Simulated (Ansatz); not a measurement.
Here is an Ansatz input file for C3H8FSi2, SMILES FC[SiH2]/C=[C]/[SiH3]. Write the same calculation for the Python package.

```yaml
crystal:
  periodic: [false, false, false]
  atoms:
    - { symbol: F, position_ang: [-3.8515, 0.4277, 0.4415] }
    - { symbol: C, position_ang: [-2.5939, -0.0256, 0.79] }
    - { symbol: Si, position_ang: [-1.3512, 0.5525, -0.4772] }
    - { symbol: C, position_ang: [0.3255, -0.0512, -0.0137] }
    - { symbol: C, position_ang: [1.3689, 0.248, -0.7851] }
    - { symbol: Si, position_ang: [3.0708, -0.3317, -0.3667] }
    - { symbol: H, position_ang: [-2.3191, 0.3758, 1.787] }
    - { symbol: H, position_ang: [-2.597, -1.1344, 0.8254] }
    - { symbol: H, position_ang: [-1.3473, 2.0222, -0.5234] }
    - { symbol: H, position_ang: [-1.7158, 0.02, -1.7983] }
    - { symbol: H, position_ang: [0.4459, -0.6465, 0.8864] }
    - { symbol: H, position_ang: [3.4589, 0.2, 0.9482] }
    - { symbol: H, position_ang: [3.0906, -1.8015, -0.3262] }
    - { symbol: H, position_ang: [4.0151, 0.1448, -1.388] }
basis:
  gaussian: { orbitals: def2-SVPD }
hamiltonian:
  xc: pbe0
magnetization:
  spin_polarized: true
  initial_magnetization: 1.0
output:
  forces: true
```

The program run on that file:
```console
$ ansatz run input.yaml --threads 1 --pin off --max-ram 4096MiB --backend cpu --events-out ev --progress --plain --runs-dir out
Engine: ansatz 0.2.0, aarch64-unknown-linux-gnu
Functional definition: PBE0
  parameter a = 0.25
  parameter kappa = 0.804
  parameter beta = 0.06672455060314922
  exchange = (1 - a)*pbe_x(kappa = kappa, mu = beta*pi^2/3) + a*exact_x
  correlation = pbe_c(beta = beta)
1694 factors; their error is unknown
mean field evaluation 1: about -21683.3931 eV, gradient 3.0e1 eV
mean field evaluation 2: about -21682.6611 eV, gradient 3.2e1 eV
mean field evaluation 4: about -21687.8277 eV, gradient 2.5e0 eV
mean field evaluation 8: about -21687.8643 eV, gradient 1.5e-1 eV
mean field evaluation 16: about -21687.9942 eV, gradient 1.6e-3 eV
mean field -21687.99420272 eV, -797.0190862996 hartree, gradient 4.5e-5 eV, S^2 0.765551; 0 other end points of the search recorded, 0 dependent functions left out
the calculation of the forces begins
reference -21687.99425051 eV, -797.0190880557 hartree; 32, 31 occupied and 163, 164 virtual orbitals, 1694 factors
Total energy: -21687.99425051 eV, -797.0190880557 hartree
Atom 0 at    -3.851500     0.427700     0.441500 Å, force    -0.285650    -0.012585     0.102503 eV/Å
Atom 1 at    -2.593900    -0.025600     0.790000 Å, force     0.144384    -0.263147     0.369686 eV/Å
Atom 2 at    -1.351200     0.552500    -0.477200 Å, force    -0.283815     0.325503    -0.424647 eV/Å
Atom 3 at     0.325500    -0.051200    -0.013700 Å, force     0.506193     0.643653    -1.157081 eV/Å
Atom 4 at     1.368900     0.248000    -0.785100 Å, force    -0.579493    -0.797499     1.419450 eV/Å
Atom 5 at     3.070800    -0.331700    -0.366700 Å, force     0.466938     0.374557    -0.723422 eV/Å
Atom 6 at    -2.319100     0.375800     1.787000 Å, force    -0.236918    -0.201870    -0.082131 eV/Å
Atom 7 at    -2.597000    -1.134400     0.825400 Å, force    -0.160824     0.212537     0.181511 eV/Å
Atom 8 at    -1.347300     2.022200    -0.523400 Å, force    -0.050579     0.429176    -0.028076 eV/Å
Atom 9 at    -1.715800     0.020000    -1.798300 Å, force    -0.154061    -0.130420    -0.385838 eV/Å
Atom 10 at     0.445900    -0.646500     0.886400 Å, force     0.191801    -0.358817     0.508043 eV/Å
Atom 11 at     3.458900     0.200000     0.948200 Å, force     0.078945     0.167967     0.407362 eV/Å
Atom 12 at     3.090600    -1.801500    -0.326200 Å, force    -0.034254    -0.445663     0.016356 eV/Å
Atom 13 at     4.015100     0.144800    -1.388000 Å, force     0.397333     0.056609    -0.203717 eV/Å
Dipole moment:     0.310730    -0.234161     0.277828 e Å
```

`c3h8fsi2.py`:
```python
'''Electronic structure of the C3H8FSi2 molecule.'''

from dataclasses import dataclass
import json

import ansatz as az
import numpy as np


@dataclass
class Settings:
    basis_set: str = 'def2-SVPD'
    functional: str = 'pbe0'


opts = Settings()


def main() -> None:
    geometry_ang = [
        ('F', (-3.8515, 0.4277, 0.4415)),
        ('C', (-2.5939, -0.0256, 0.79)),
        ('Si', (-1.3512, 0.5525, -0.4772)),
        ('C', (0.3255, -0.0512, -0.0137)),
        ('C', (1.3689, 0.248, -0.7851)),
        ('Si', (3.0708, -0.3317, -0.3667)),
        ('H', (-2.3191, 0.3758, 1.787)),
        ('H', (-2.597, -1.1344, 0.8254)),
        ('H', (-1.3473, 2.0222, -0.5234)),
        ('H', (-1.7158, 0.02, -1.7983)),
        ('H', (0.4459, -0.6465, 0.8864)),
        ('H', (3.4589, 0.2, 0.9482)),
        ('H', (3.0906, -1.8015, -0.3262)),
        ('H', (4.0151, 0.1448, -1.388)),
    ]
    mol = az.Crystal.molecule()
    for symbol, xyz in geometry_ang:
        mol = mol.atom(symbol, xyz)

    base = (
        mol.calculation()
        .basis(gaussian=opts.basis_set)
        .functional(opts.functional)
        .spin('collinear', total=1)
        .forces()
    )
    data = base.session().plan(threads=1).execute().report

    for key in ('converged', 'free_energy_ev', 'reference_energy_ev', 'n_frozen', 'n_occupied', 'n_virtual'):
        print(f'{key:22s} {data[key]}')

    state = data['mean_field']['state']
    print(f'mean field: {state["energy"]["hartree"]:.7f} Ha, <S^2> = {abs(state["spin_squared"]):.4f}, stability: {state.get("stability", {}).get("kind")}')

    symbols = [site.symbol for site in mol.cartesian_sites]
    print('forces (eV/A)')
    for symbol, f in zip(symbols, data['forces_ev_ang']):
        print(f'  {symbol:2s} {f[0]:9.4f} {f[1]:9.4f} {f[2]:9.4f}')

    charges = data['charge_distribution']
    print('dipole moment', round(4.803205 * float(np.linalg.norm(charges['dipole_moment_e_ang'])), 3), 'D')
    print('Mulliken:', [(s, round(q, 3)) for s, q in zip(symbols, charges['mulliken_charges_e'])])
    with open('c3h8fsi2.json', 'w') as handle:
        json.dump({k: data[k] for k in ('free_energy_ev', 'reference_energy_ev', 'n_occupied', 'n_virtual')}, handle, indent=1)


if __name__ == '__main__':
    main()
```

```console
$ python c3h8fsi2.py
converged              True
free_energy_ev         -21687.9942505085
reference_energy_ev    -21687.9942505085
n_frozen               0
n_occupied             [32, 31]
n_virtual              [163, 164]
mean field: -797.0190881 Ha, <S^2> = 0.7656, stability: minimum
forces (eV/A)
  F    -0.2856   -0.0126    0.1025
  C     0.1444   -0.2631    0.3697
  Si   -0.2838    0.3255   -0.4246
  C     0.5062    0.6437   -1.1571
  C    -0.5795   -0.7975    1.4195
  Si    0.4669    0.3746   -0.7234
  H    -0.2369   -0.2019   -0.0821
  H    -0.1608    0.2125    0.1815
  H    -0.0506    0.4292   -0.0281
  H    -0.1541   -0.1304   -0.3858
  H     0.1918   -0.3588    0.5080
  H     0.0789    0.1680    0.4074
  H    -0.0343   -0.4457    0.0164
  H     0.3973    0.0566   -0.2037
dipole moment 2.296 D
Mulliken: [('F', -0.467), ('C', 0.352), ('Si', -0.006), ('C', 0.038), ('C', -0.208), ('Si', -0.396), ('H', 0.006), ('H', 0.006), ('H', 0.153), ('H', 0.153), ('H', -0.109), ('H', 0.173), ('H', 0.173), ('H', 0.132)]
```

Notes:
- Total energies depend on the basis set; only differences at equal settings carry meaning.
- The geometry is a force-field or estimated start, not a minimum of this method, and the basis set is short of its limit.
- The run takes the species as open-shell (spin multiplicity 2), which needn't be its ground state.
- Mulliken charges are unreliable in a basis with diffuse functions.
- Wall time of the script: 22 s on 1 thread of Arm Neoverse V2 (shared host), peak memory 0.76 GiB.

(Lines on the test bed's own set-up are left out of the output.)
